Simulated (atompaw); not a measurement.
# Pseudopotential generation for Se: PAW (atompaw), PBEsol

Task: generate the file, and judge it by its logarithmic derivatives, its ghosts and its cutoff.

Method: atompaw 4.2.0.5, PBEsol, scalar-relativistic.

**1. The design**

The settings as typed:

| Quantity | Value |
| --- | --- |
| element | selenium (Se, Z = 34) |
| type | PAW |
| frozen core | [Ne] |
| valence charge | 24 |
| reference configuration | 3s2 3p6 3d10 4s2 4p4 |
| partial waves | 3s (bound): rc 0.80 bohr; 4s (bound): rc 1.00 bohr; 3p (bound): rc 0.80 bohr; 4p (bound): rc 1.15 bohr; 3d (bound): rc 1.15 bohr; 3d channel at -1.15 Ry: rc 1.15 bohr |
| local potential | vpsmatchnc scheme with l = 3 at -0.5 Ry, radius 0.85 bohr |
| core correction | smooth core density matched at 0.80 bohr |
| augmentation charge | besselshape compensation charge, radius 1.00 bohr; PAW radius 1.15 bohr; waves and projectors: custom polynom vanderbiltortho |

The outer shells as boxes (Hund's rule for the drawing; the calculation is spin-unpolarised):

```
[Ne] core
3s [↑↓]
3p [↑↓][↑↓][↑↓]
3d [↑↓][↑↓][↑↓][↑↓][↑↓]
4s [↑↓]
4p [↑↓][↑ ][↑ ]
```

**2. Generating the potential**

Input file Se.input:

```
Se 34
GGA-PBESOL scalarrelativistic loggrid 1500 logderivrange -18 5 576
4 4 3 0 0 0
4 1 4
0 0 0
c
c
v
v
c
v
v
v
2
1.15 1.00 0.85 0.80
n
n
y
-1.15
n
custom polynom vanderbiltortho besselshape
3 -0.5 vpsmatchnc
0.80
1.00
0.80
1.15
1.15
1.15
PWSCFOUT
UPFDX 0.0125d0 UPFXMIN -7.d0 UPFZMESH 34.d0
END
```

On the command line:

```
atompaw < Se.input > Se.log
```

What does the calculation give? Wanted: cutoffs for 10 and 1 mRy, occupied levels; bound ghosts; largest phase difference near zero energy, channels read; lowest eigenvalue of the overlap; share of valence orbitals outside the PAW sphere; UPF file.

The runs gave:

| quantity | value |
| --- | --- |
| cutoffs for 10 and 1 mRy, occupied levels | 180 Ry and 300 Ry |
| bound ghosts | none found |
| largest phase difference near zero energy, channels read | 0.001 rad |
| lowest eigenvalue of the overlap (Bessel basis) | 0.579 (p) |
| share of valence orbitals outside the PAW sphere | 3s 1 %, 4s 86 %, 3p 2 %, 4p 93 %, 3d 7 % |
| UPF file | written |

What this shows: It counts as very hard, with 180 Ry needed at the looser tolerance. The slowest occupied level is 3p: taken alone it needs 200 Ry to come within 1 mRy, against 140 Ry for 3d. The Bessel-basis test finds no level below the valence levels. Near zero energy the phases of the channels with partial waves agree within 0.001 rad. These are tests on the free atom; a crystal test is still owed.
